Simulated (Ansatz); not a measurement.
# GaH₅O₂SSi: up Jacob's ladder to CCSD(T)

One table from this session's results is given with a row withheld; the runs are named, their logs left out.

Program: Ansatz 0.2.0, Gaussian basis. Level of theory: functionals in def2-TZVPP, the program's frozen cores in correlated methods. These are calculated values, not measurements.

Plan: LDA (SPW92), PBE-D4, revPBE-D4, BLYP-D4, r2SCAN-D4, B97M-V, PBE0-D4, B3LYP-D4, r2SCANh-D4, r2SCAN0-D4, HSE06-D4, BHLYP-D4, CAM-B3LYP-D4, LC-ωPBE, ωB97X-V, ωB97M-V, B2PLYP, PBE-QIDH; CCSD(T)/def2-SVP; CCSD(T)/def2-TZVPP; MP2/def2-QZVPP; extrapolation to the limit; RPA on PBE.

## Structure used throughout

The geometry comes from an earlier relaxation with PBE0-D4 in a triple-zeta def2 set; it is a stationary point, not always the lowest conformer.

SMILES `[OH][Ga]([SH])[O][SiH3]`, 10 atoms, charge 0, spin multiplicity 1.

Atoms are counted from 1 here; the program's logs count them from 0.

Bond lengths: O1–Ga2 1.774 Å, O1–H6 0.961 Å, Ga2–S3 2.172 Å, Ga2–O4 1.779 Å, S3–H7 1.345 Å, O4–Si5 1.632 Å, Si5–H8 1.486 Å, Si5–H9 1.495 Å, Si5–H10 1.486 Å. Angles: Ga2–O1–H6 113.3°, O1–Ga2–S3 121.0°, O1–Ga2–O4 119.8°, S3–Ga2–O4 119.3°, Ga2–S3–H7 91.6°, Ga2–O4–Si5 136.6°, O4–Si5–H8 110.1°, O4–Si5–H9 110.7°, O4–Si5–H10 110.1°, H8–Si5–H9 108.3°, H8–Si5–H10 109.2°, H9–Si5–H10 108.3°.

Geometry (Å):

```
atom    x (Å)    y (Å)    z (Å)
  O1  -1.9609   0.1211   1.3485
 Ga2  -0.4251  -0.7201   1.0638
  S3   0.1887  -2.3809   2.3217
  O4   0.6322  -0.2009  -0.2699
 Si5   0.6006   0.9461  -1.4298
  H6  -2.1232   0.8372   0.7291
  H7   1.3282  -2.5363   1.6252
  H8   1.7653   1.8569  -1.2805
  H9  -0.6482   1.7619  -1.3337
 H10   0.6424   0.3150  -2.7745
```

Set-up of the first run:

Contents of in.yaml:

```yaml
crystal:
  periodic: [false, false, false]
  atoms:
    - {symbol: O, position_ang: [-1.960950, 0.121119, 1.348527]}
    - {symbol: Ga, position_ang: [-0.425090, -0.720135, 1.063822]}
    - {symbol: S, position_ang: [0.188732, -2.380891, 2.321737]}
    - {symbol: O, position_ang: [0.632160, -0.200944, -0.269937]}
    - {symbol: Si, position_ang: [0.600597, 0.946137, -1.429829]}
    - {symbol: H, position_ang: [-2.123172, 0.837180, 0.729130]}
    - {symbol: H, position_ang: [1.328200, -2.536308, 1.625201]}
    - {symbol: H, position_ang: [1.765295, 1.856924, -1.280516]}
    - {symbol: H, position_ang: [-0.648156, 1.761903, -1.333668]}
    - {symbol: H, position_ang: [0.642385, 0.315014, -2.774467]}
basis:
  gaussian: {orbitals: def2-TZVPP}
hamiltonian: {xc: lda}
output: {orbitals: {seedname: orbitals}}
```

Started as:

```bash
$ ansatz run in.yaml --threads 4 --pin off --events-out ev --progress --plain --max-ram 10444MiB
```

Steps of the session up to this table: LDA; PBE-D4 (GGA); revPBE-D4 (GGA); BLYP-D4 (GGA); r2SCAN-D4 (meta-GGA); B97M-V (meta-GGA); PBE0-D4 (hybrid); B3LYP-D4 (hybrid); r2SCANh-D4 (hybrid); r2SCAN0-D4 (hybrid); HSE06-D4 (hybrid); BHLYP-D4 (hybrid); CAM-B3LYP-D4 (range-separated); LC-ωPBE (range-separated); ωB97X-V (range-separated); ωB97M-V (range-separated); B2PLYP (double hybrid); PBE-QIDH (double hybrid).

One table of the session follows, with a row left open; its other results are not shown here.

```
  functional  HOMO (eV)  gap (eV)
 LDA (SPW92)      -6.89      4.56
      PBE-D4      -6.74      4.71
   revPBE-D4      -6.69      4.79
     BLYP-D4      -6.57      4.59
   r2SCAN-D4      -7.05      5.33
      B97M-V      -7.12      5.22
     PBE0-D4      -8.00      6.89
    B3LYP-D4      -7.74      6.32
  r2SCANh-D4          ?         ?
  r2SCAN0-D4      -8.20      7.28
    HSE06-D4      -7.60      6.11
    BHLYP-D4      -9.08      8.83
CAM-B3LYP-D4      -9.32      9.14
     LC-ωPBE     -10.73     11.86
     ωB97X-V     -10.36     11.28
     ωB97M-V     -10.21     10.88
```

Q: Estimate the row for r2SCANh-D4 from the others.

Worked estimate for «HOMO (eV)». Against the share of exact exchange, r2SCAN-D4 (0, -7.05), r2SCAN0-D4 (0.25, -8.20) give a slope of -4.60 per unit share; at 0.1 the line stands at -7.51.

As computed: HOMO (eV): -7.51; gap (eV): 6.11. In «HOMO (eV)» the line misses by 0.00.
